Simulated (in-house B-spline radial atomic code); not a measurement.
**Bi⁶⁺: highest level by several methods**

In exact Kohn-Sham theory the highest occupied level equals minus the energy to remove an electron. How near do common methods come for Bi⁶⁺?

Method: scalar-relativistic (X2C), several functionals, spin-polarised; spherical all-electron atom at the radial basis limit. Code: in-house B-spline radial atomic code version 1.

## (1) The system

- element: bismuth (Z = 83)
- charge: +6
- electrons: 77
- configuration: [Xe] 4f14 5d9
- nucleus: Fermi, rms radius 5.521 fm

Outer shells as boxes (Hund's rule):

[Xe] 4f14 5d9
```
[Xe] core
4f [↑↓][↑↓][↑↓][↑↓][↑↓][↑↓][↑↓]
5d [↑↓][↑↓][↑↓][↑↓][↑ ]
```

Where spins are not typed, each open shell is filled with up spins first.

## (2) LDA (PW92)

The run's settings:

```ini
Z = 83
electrons = 77.0
configuration = [Xe] 4f14 5d9
hamiltonian = x2c
method = lda,pw
spin_polarised = True
nucleus = fermi
rms_radius = 5.5211
mass_number = 209
atomic_mass = 208.980398599
speed_of_light = 137.035999084
```

## (3) BP86, a GGA

Changes to the settings of step 2:

```diff
@@ -4,3 +4,3 @@
 hamiltonian = x2c
-method = lda,pw
+method = b88,p86
 spin_polarised = True
```

## (4) M06-L, a meta-GGA

Changes to the settings of step 3:

```diff
@@ -4,3 +4,3 @@
 hamiltonian = x2c
-method = b88,p86
+method = m06l
 spin_polarised = True
```

## (5) RPBE, a GGA

Changes to the settings of step 4:

```diff
@@ -4,3 +4,3 @@
 hamiltonian = x2c
-method = m06l
+method = rpbe,pbe
 spin_polarised = True
```

## (6) TPSS, a meta-GGA

Changes to the settings of step 5:

```diff
@@ -4,3 +4,3 @@
 hamiltonian = x2c
-method = rpbe,pbe
+method = tpss,tpss
 spin_polarised = True
```

## (7) Hartree-Fock

Changes to the settings of step 6:

```diff
@@ -4,3 +4,3 @@
 hamiltonian = x2c
-method = tpss,tpss
+method = hf
 spin_polarised = True
```

Before running: The tabulated ionisation energy is 103 ± 2 eV (tabulated theoretical; NIST Atomic Spectra Database). What does each method give, and which comes nearest?

The runs gave:

| method | rung | total energy (hartree) | −ε highest (eV) | −ε less tabulated (eV) |
| --- | --- | --- | --- | --- |
| LDA (PW92) | LDA | -21513.9366 | 97.995 (5d down) | -5.005 |
| BP86 | GGA | -21529.3006 | 97.783 (5d down) | -5.217 |
| RPBE | GGA | -21527.6906 | 97.623 (5d down) | -5.377 |
| M06-L | meta-GGA | -21526.1081 | 97.863 (5d down) | -5.137 |
| TPSS | meta-GGA | -21526.0529 | 97.695 (5d down) | -5.305 |
| Hartree-Fock | Hartree-Fock | -21520.9435 | 106.404 (5d down) | +3.404 |

**Reading.** The tabulated ionisation energy is 103 ± 2 eV (tabulated theoretical; NIST Atomic Spectra Database). Hartree-Fock comes nearest (+3.404 eV) and RPBE is farthest (-5.377 eV, 5.2 %). Mean absolute error by rung (exchange-only levels left out): LDA 5.01 eV, GGA 5.30 eV, meta-GGA 5.22 eV, Hartree-Fock 3.40 eV. Relativistic terms that these runs lack can be as large as the gaps between close methods, so the nearest may be so by luck. Spin-orbit coupling is left out. Open shells are averaged (over orientations, and over spins where the run is restricted), while tables refer to the lowest levels.

Members of this set that are not shown: 4 used exact exchange with fractional occupations of an open shell, which is unsound here.
